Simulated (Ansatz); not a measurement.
# Sn: pressure up to the limit of the methods

Aim: compress Sn (diamond type) step by step, far beyond the usual range, and follow pressure and electronic structure. Methods of the runs shown: LAPW, crystal datasets and norm-conserving. Companion runs by PAW are cited. Its runs: the reference run (LAPW); volume scaled by 1 (crystal datasets and norm-conserving); volume scaled by 0.88 (LAPW and norm-conserving); volume scaled by 0.78 (LAPW); volume scaled by 0.68 (LAPW); volume scaled by 0.58 (LAPW and crystal datasets); volume scaled by 0.5 (LAPW); volume scaled by 0.43 (LAPW, crystal datasets and norm-conserving).

Computed with Ansatz 0.2.0 (DFT PBE, with the methods named in each step, unless a step's input says otherwise).

**1. The system as given**

Symmetry: Fd-3m, No. 227, cubic system. Conventional cell: a = 6.657 Å, b = 6.657 Å, c = 6.657 Å, α = 90.00°, β = 90.00°, γ = 90.00°. Sn (site symmetry -43m) has 4 Sn at 2.88 Å as nearest neighbours.

As a file:

```cif
data_structure
_symmetry_space_group_name_H-M 'P 1'
_symmetry_Int_Tables_number 1
_cell_length_a 4.7072
_cell_length_b 4.7072
_cell_length_c 4.7072
_cell_angle_alpha 60.000
_cell_angle_beta 60.000
_cell_angle_gamma 60.000
_cell_volume 73.75
loop_
_atom_site_label
_atom_site_type_symbol
_atom_site_fract_x
_atom_site_fract_y
_atom_site_fract_z
_atom_site_occupancy
Sn1 Sn 0.87500 0.87500 0.87500 1
Sn2 Sn 0.12500 0.12500 0.12500 1
```

Whether this phase is the stable one at these pressures isn't tested.

Atoms are numbered in the order of the input: Sn1, Sn2.

**2. The reference volume, LAPW**

Contents of input.yaml:

```yaml
crystal:
  lattice:
    - [0.0, 3.3285055735, 3.3285055735]
    - [3.3285055735, 0.0, 3.3285055735]
    - [3.3285055735, 3.3285055735, 0.0]
  atoms:
    - { symbol: Sn, position: [-0.125, -0.125, -0.125] }
    - { symbol: Sn, position: [0.125, 0.125, 0.125] }
kpoints:
  mp_grid: { grid: [10, 10, 10] }
  band_path:
    path:
      - [0.0, 0.0, 0.0]
      - [0.5, 0.0, 0.5]
      - [0.625, 0.25, 0.625]
      - [0.375, 0.375, 0.75]
      - [0.0, 0.0, 0.0]
      - [0.5, 0.5, 0.5]
      - [0.5, 0.25, 0.75]
      - [0.5, 0.0, 0.5]
    npoints: 14
scf:
  occupations: { method: fermi_dirac, width: 0.08 }
hamiltonian:
  xc: pbe
  pseudopotentials: { kind: all_electron, lapw: { basis_error: 0.001 } }
output:
  forces: true
  stress: true
  eigenvalues: true
  populations: true
  dos: { projected: true, de: 0.2, e_range: [-14, 8] }
```

Command:

```console
$ ansatz run input.yaml --threads 1 --pin off --max-ram 2048MiB --backend cpu --events-out ev --progress --plain --runs-dir out
```

**3. Volume scaled by 1, crystal datasets**

Contents of input.yaml:

```yaml
crystal:
  lattice:
    - [0.0, 3.3285055735, 3.3285055735]
    - [3.3285055735, 0.0, 3.3285055735]
    - [3.3285055735, 3.3285055735, 0.0]
  atoms:
    - { symbol: Sn, position: [-0.125, -0.125, -0.125] }
    - { symbol: Sn, position: [0.125, 0.125, 0.125] }
kpoints:
  mp_grid: { grid: [10, 10, 10] }
scf:
  occupations: { method: fermi_dirac, width: 0.08 }
hamiltonian:
  xc: pbe
  pseudopotentials: { kind: all_electron, datasets: crystal }
output:
  forces: true
  stress: true
  eigenvalues: true
```

**4. Volume scaled by 1, norm-conserving**

Edit input.yaml of step 3 so:

```diff
@@ -14,3 +14,3 @@
   xc: pbe
-  pseudopotentials: { kind: all_electron, datasets: crystal }
+  pseudopotentials: { kind: nc }
 output:
```

**5. Volume scaled by 0.88, LAPW**

Contents of input.yaml:

```yaml
crystal:
  lattice:
    - [0.0, 3.1896535399, 3.1896535399]
    - [3.1896535399, 0.0, 3.1896535399]
    - [3.1896535399, 3.1896535399, 0.0]
  atoms:
    - { symbol: Sn, position: [-0.125, -0.125, -0.125] }
    - { symbol: Sn, position: [0.125, 0.125, 0.125] }
kpoints:
  mp_grid: { grid: [10, 10, 10] }
scf:
  occupations: { method: fermi_dirac, width: 0.08 }
hamiltonian:
  xc: pbe
  pseudopotentials: { kind: all_electron, lapw: { basis_error: 0.001 } }
output:
  forces: true
  stress: true
  eigenvalues: true
  populations: true
```

**6. Volume scaled by 0.88, norm-conserving**

Edit input.yaml of step 5 so:

```diff
@@ -14,3 +14,3 @@
   xc: pbe
-  pseudopotentials: { kind: all_electron, lapw: { basis_error: 0.001 } }
+  pseudopotentials: { kind: nc }
 output:
@@ -19,2 +19 @@
   eigenvalues: true
-  populations: true
```

**7. Volume scaled by 0.78, LAPW**

Contents of input.yaml:

```yaml
crystal:
  lattice:
    - [0.0, 3.0639439954, 3.0639439954]
    - [3.0639439954, 0.0, 3.0639439954]
    - [3.0639439954, 3.0639439954, 0.0]
  atoms:
    - { symbol: Sn, position: [-0.125, -0.125, -0.125] }
    - { symbol: Sn, position: [0.125, 0.125, 0.125] }
kpoints:
  mp_grid: { grid: [10, 10, 10] }
scf:
  occupations: { method: fermi_dirac, width: 0.08 }
hamiltonian:
  xc: pbe
  pseudopotentials: { kind: all_electron, lapw: { basis_error: 0.001 } }
output:
  forces: true
  stress: true
  eigenvalues: true
  populations: true
```

**8. Volume scaled by 0.68, LAPW**

Edit input.yaml of step 7 so:

```diff
@@ -2,5 +2,5 @@
   lattice:
-    - [0.0, 3.0639439954, 3.0639439954]
-    - [3.0639439954, 0.0, 3.0639439954]
-    - [3.0639439954, 3.0639439954, 0.0]
+    - [0.0, 2.9269744139, 2.9269744139]
+    - [2.9269744139, 0.0, 2.9269744139]
+    - [2.9269744139, 2.9269744139, 0.0]
   atoms:
```

**9. Volume scaled by 0.58, LAPW**

Edit input.yaml of step 8 so:

```diff
@@ -2,5 +2,5 @@
   lattice:
-    - [0.0, 2.9269744139, 2.9269744139]
-    - [2.9269744139, 0.0, 2.9269744139]
-    - [2.9269744139, 2.9269744139, 0.0]
+    - [0.0, 2.7758241703, 2.7758241703]
+    - [2.7758241703, 0.0, 2.7758241703]
+    - [2.7758241703, 2.7758241703, 0.0]
   atoms:
```

**10. Volume scaled by 0.58, crystal datasets**

Edit input.yaml of step 9 so:

```diff
@@ -14,3 +14,3 @@
   xc: pbe
-  pseudopotentials: { kind: all_electron, lapw: { basis_error: 0.001 } }
+  pseudopotentials: { kind: all_electron, datasets: crystal }
 output:
@@ -19,2 +19 @@
   eigenvalues: true
-  populations: true
```

**11. Volume scaled by 0.5, LAPW**

Contents of input.yaml:

```yaml
crystal:
  lattice:
    - [0.0, 2.6418366244, 2.6418366244]
    - [2.6418366244, 0.0, 2.6418366244]
    - [2.6418366244, 2.6418366244, 0.0]
  atoms:
    - { symbol: Sn, position: [-0.125, -0.125, -0.125] }
    - { symbol: Sn, position: [0.125, 0.125, 0.125] }
kpoints:
  mp_grid: { grid: [10, 10, 10] }
scf:
  occupations: { method: fermi_dirac, width: 0.08 }
hamiltonian:
  xc: pbe
  pseudopotentials: { kind: all_electron, lapw: { basis_error: 0.001 } }
output:
  forces: true
  stress: true
  eigenvalues: true
  populations: true
```

**12. Volume scaled by 0.43, LAPW**

Contents of input.yaml:

```yaml
crystal:
  lattice:
    - [0.0, 2.5123035211, 2.5123035211]
    - [2.5123035211, 0.0, 2.5123035211]
    - [2.5123035211, 2.5123035211, 0.0]
  atoms:
    - { symbol: Sn, position: [-0.125, -0.125, -0.125] }
    - { symbol: Sn, position: [0.125, 0.125, 0.125] }
kpoints:
  mp_grid: { grid: [10, 10, 10] }
  band_path:
    path:
      - [0.0, 0.0, 0.0]
      - [0.5, 0.0, 0.5]
      - [0.625, 0.25, 0.625]
      - [0.375, 0.375, 0.75]
      - [0.0, 0.0, 0.0]
      - [0.5, 0.5, 0.5]
      - [0.5, 0.25, 0.75]
      - [0.5, 0.0, 0.5]
    npoints: 8
scf:
  occupations: { method: fermi_dirac, width: 0.08 }
hamiltonian:
  xc: pbe
  pseudopotentials: { kind: all_electron, lapw: { basis_error: 0.001 } }
output:
  forces: true
  stress: true
  eigenvalues: true
  populations: true
  dos: { projected: true, de: 0.2, e_range: [-14, 8] }
```

**13. Volume scaled by 0.43, crystal datasets**

Contents of input.yaml:

```yaml
crystal:
  lattice:
    - [0.0, 2.5123035211, 2.5123035211]
    - [2.5123035211, 0.0, 2.5123035211]
    - [2.5123035211, 2.5123035211, 0.0]
  atoms:
    - { symbol: Sn, position: [-0.125, -0.125, -0.125] }
    - { symbol: Sn, position: [0.125, 0.125, 0.125] }
kpoints:
  mp_grid: { grid: [10, 10, 10] }
scf:
  occupations: { method: fermi_dirac, width: 0.08 }
hamiltonian:
  xc: pbe
  pseudopotentials: { kind: all_electron, datasets: crystal }
output:
  forces: true
  stress: true
  eigenvalues: true
```

**14. Volume scaled by 0.43, norm-conserving**

Edit input.yaml of step 13 so:

```diff
@@ -14,3 +14,3 @@
   xc: pbe
-  pseudopotentials: { kind: all_electron, datasets: crystal }
+  pseudopotentials: { kind: nc }
 output:
```

(Steps that only read results are left out.)

Before running it: what results should come out? Wanted: LAPW pressure at 0.43 of the volume; PAW pressure at 0.43 of the volume; crystal datasets pressure at 0.43 of the volume; norm-conserving pressure at 0.43 of the volume; fitted bulk modulus at zero pressure.

As calculated:

```
                                          quantity      value
               LAPW pressure at 0.43 of the volume  218.6 GPa
                PAW pressure at 0.43 of the volume  218.8 GPa
PAW (cutoff 800 eV) pressure at 0.43 of the volume  218.6 GPa
   crystal datasets pressure at 0.43 of the volume  218.6 GPa
    norm-conserving pressure at 0.43 of the volume  219.9 GPa
       fitted bulk modulus at zero pressure (LAPW)     39 GPa
                           its pressure derivative       4.40
```

In words: At 0.43 of the starting volume LAPW gives 219 GPa. A third-order Birch-Murnaghan curve fits the range only roughly (B₀ = 39 GPa, B′ = 4.40, misfit at most 0.77 GPa). A fit over so wide a range leans to the high pressures, so B₀ can be off by several per cent. Where LAPW's pressure is over 3 GPa, PAW's departs from it by at most 0.1 %, at 0.58 of the volume. The ions are at rest, and the electrons smeared by 0.08 eV.
